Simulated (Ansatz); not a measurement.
**CHClGa (quartet): the correlation ladder at a displaced geometry (v2), cc-pVDZ**

The task here is to estimate one member of a computed series from the others.

Program: Ansatz 0.2.0, Gaussian basis. Level of theory: cc-pVDZ, core rule «outside noble gas», up to 20 orbitals frozen. These are calculated values, not measurements.

Plan: UHF; CCSD(T) on ROHF; CCSD(T) on UHF; BCCD(T) on ROHF; CISD; CCSDT(Q) on ROHF; CCSDT(Q) on UHF.

23 further runs of the same task are left out: 13 that didn't finish, 10 set aside as unsound or not needed.

### The system

The geometry is a PBE0/def2-TZVP stationary point (not a proven minimum) with its atoms shifted at random (size 0.100 Å). No spin-orbit coupling is included. The filled d shell of Ga may be among the frozen orbitals whatever the setting's name suggests; the logs give the count.

4 atoms, charge 0, spin multiplicity 4.

Atoms are counted from 1 here; the program's logs count them from 0.

Bond lengths: C1–Ga2 1.941 Å, C1–H4 1.170 Å, Ga2–Cl3 2.196 Å. Angles: Ga2–C1–H4 151.2°, C1–Ga2–Cl3 116.7°.

Set-up of the first run:

Contents of in.yaml:

```yaml
crystal:
  periodic: [false, false, false]
  atoms:
    - {symbol: C, position_ang: [0.123775, -0.929844, 1.878803]}
    - {symbol: Ga, position_ang: [-0.041099, 0.382380, 0.457740]}
    - {symbol: Cl, position_ang: [0.035521, -0.379086, -1.600881]}
    - {symbol: H, position_ang: [0.118630, -2.036651, 2.257332]}
basis:
  gaussian: {orbitals: cc-pVDZ}
magnetization: {spin_polarized: true, initial_magnetization: 3}
hamiltonian: {xc: hf}
output: {orbitals: {seedname: orbitals}}
```

Run with:

```
ansatz run in.yaml --threads 1 --pin off --events-out ev --progress --plain --max-ram 2393MiB
```

Steps of the session up to this table: UHF; CCSD(T) on ROHF; CCSD(T) on UHF; BCCD(T) on ROHF; CISD; CCSDT(Q) on ROHF; CCSDT(Q) on UHF.

One of the session's tables, all rows but one given; the rest of the session is left out.

```
   method  from UCCSDT(Q) (meV)
     ROHF               +8395.6
      UHF               +8159.4
     RMP2               +1195.5
     UMP2               +1192.9
    RCCSD                +256.7
    UCCSD                     ?
 RCCSD(T)                 +57.8
 UCCSD(T)                 +49.8
  BCCD(T)                 +57.2
   RCCSDT                 +26.1
   UCCSDT                 +17.2
RCCSDT(Q)                  +9.9
UCCSDT(Q)                     0
```

**Question.** Estimate the row for UCCSD.

As computed: from UCCSDT(Q) (meV): +243.2. In the column «from UCCSDT(Q) (meV)» it lies between RCCSD(T) (+57.8) and RCCSD (+256.7).

Not comparable, so not listed: CISD (they don't share determinant, frozen orbitals or solution with the rows shown, or repeat one).

Limits of these values: Restricted and unrestricted rows rest on different reference determinants; where their highest levels disagree by more than a few hundredths of an eV, they describe different states and don't form one ladder.
